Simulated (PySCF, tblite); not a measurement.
# C₅H₁₃NOSi₂: geometry, infrared bands and NMR shifts

Aim: predict the infrared bands and NMR shifts of C₅H₁₃NOSi₂ (`N[SiH2][SiH2]OC1CC=CC1`).

The runs use tblite 0.8.0 and PySCF 2.14.0, with density-fitted response routines of our own; the level of theory stands in each step. All values are computed, except where a source is named. Atoms count from 0, in the outputs and in this text.

## Step 1: The molecule as given

22 atoms, charge 0, multiplicity 1; geometry from: force field or distance geometry start.

Bonds of the start (Å): N0–Si1 1.79, Si1–Si2 2.24, Si2–O3 1.70, O3–C4 1.39, C4–C5 1.50, C5–C6 1.47, C6–C7 1.32, C7–C8 1.48, C8–C4 1.48, N0–H9 1.07, N0–H10 1.03, Si1–H11 1.47, Si1–H12 1.47, Si2–H13 1.49, Si2–H14 1.47, C4–H15 1.12, C5–H16 1.11, C5–H17 1.12, C6–H18 1.09, C7–H19 1.09, C8–H20 1.14, C8–H21 1.11.

## Step 2: Relaxing the molecule with GFN2-xTB

Job settings and geometry (Å):

```
{"job": {"kind": "relax", "xc": "GFN2-xTB", "basis": "xTB"}, "charge": 0, "multiplicity": 1}
N      3.561400    -1.406700     1.043900
Si     3.216700    -0.290000    -0.306200
Si     1.473600     1.053700     0.121500
O      0.128200     0.609800    -0.822300
C     -1.032400     0.320200    -0.104800
C     -1.535100    -1.078700    -0.315800
C     -2.999200    -0.933700    -0.355100
C     -3.368300     0.330400    -0.415100
C     -2.171700     1.207500    -0.434500
H      3.318500    -0.935600     1.970900
H      4.558900    -1.667800     1.030200
H      4.412600     0.533100    -0.530600
H      2.973500    -1.102500    -1.501000
H      1.885000     2.463300    -0.129700
H      1.244700     0.961000     1.572000
H     -0.783300     0.477200     0.978300
H     -1.124300    -1.414500    -1.286400
H     -1.193500    -1.738800     0.520100
H     -3.682100    -1.786100    -0.319600
H     -4.388500     0.720500    -0.453700
H     -2.359200     1.995000     0.362100
H     -2.145900     1.702000    -1.426700
```

Launch:

```bash
OMP_NUM_THREADS=1 python probes_run.py task.json out
```

One launch serves the whole session: the jobs run in the order shown.

**Question.** This job is followed by: GFN2-xTB harmonic vibrations, gas phase; GIAO PBE0/pcSseg-1 NMR shielding, non-relativistic, gas phase. Predict these results of the whole session: strongest single infrared mode (GFN2-xTB); zero-point energy (GFN2-xTB); 13C shifts against TMS (PBE0/pcSseg-1, means over atoms taken as alike); 1H shifts against TMS (PBE0/pcSseg-1, means over atoms taken as alike); 15N shifts against NH3 (PBE0/pcSseg-1); 29Si shifts against TMS (PBE0/pcSseg-1); 17O shifts against H2O (PBE0/pcSseg-1).

As calculated:

```
                                                               quantity                                          value
                              strongest single infrared mode (GFN2-xTB)                          2086 cm⁻¹, 643 km/mol
                                           zero-point energy (GFN2-xTB)                                 104.8 kcal/mol
13C shifts against TMS (PBE0/pcSseg-1, means over atoms taken as alike)                          135.4, 77.2, 49.3 ppm
 1H shifts against TMS (PBE0/pcSseg-1, means over atoms taken as alike)  5.80, 5.30, 5.08, 4.25, 3.00, 2.52, -0.50 ppm
                                 15N shifts against NH3 (PBE0/pcSseg-1)                                       -2.8 ppm
                                29Si shifts against TMS (PBE0/pcSseg-1)                               -31.4, -54.8 ppm
                                 17O shifts against H2O (PBE0/pcSseg-1)                                       40.2 ppm
```

**Reading.** Relaxing lowered the energy by 0.926 eV in 213 steps; the close pair that moved most is Si2–O3, from 1.702 to 1.621 Å. The lowest mode is imaginary (36i cm⁻¹), so the xTB geometry is not a minimum. The strongest single mode, at 2086 cm⁻¹, moves mainly H11 and H13. Unscaled tight-binding wavenumbers are off by several per cent, some by more. Its intensities can rank the bands wrongly. C6, C7 (mean) (alkene CH) lies farthest downfield among carbon, at 135.4 ppm; the olefinic region. H18, H19 (mean) (hydrogen on an alkene CH) lies farthest downfield among hydrogen, at 5.80 ppm; attached to an sp2 carbon and in the plane of the double bond. At PBE0/pcSseg-1: The largest span, 195 ppm, is at C6, C7, where the paramagnetic term is -204 ppm.
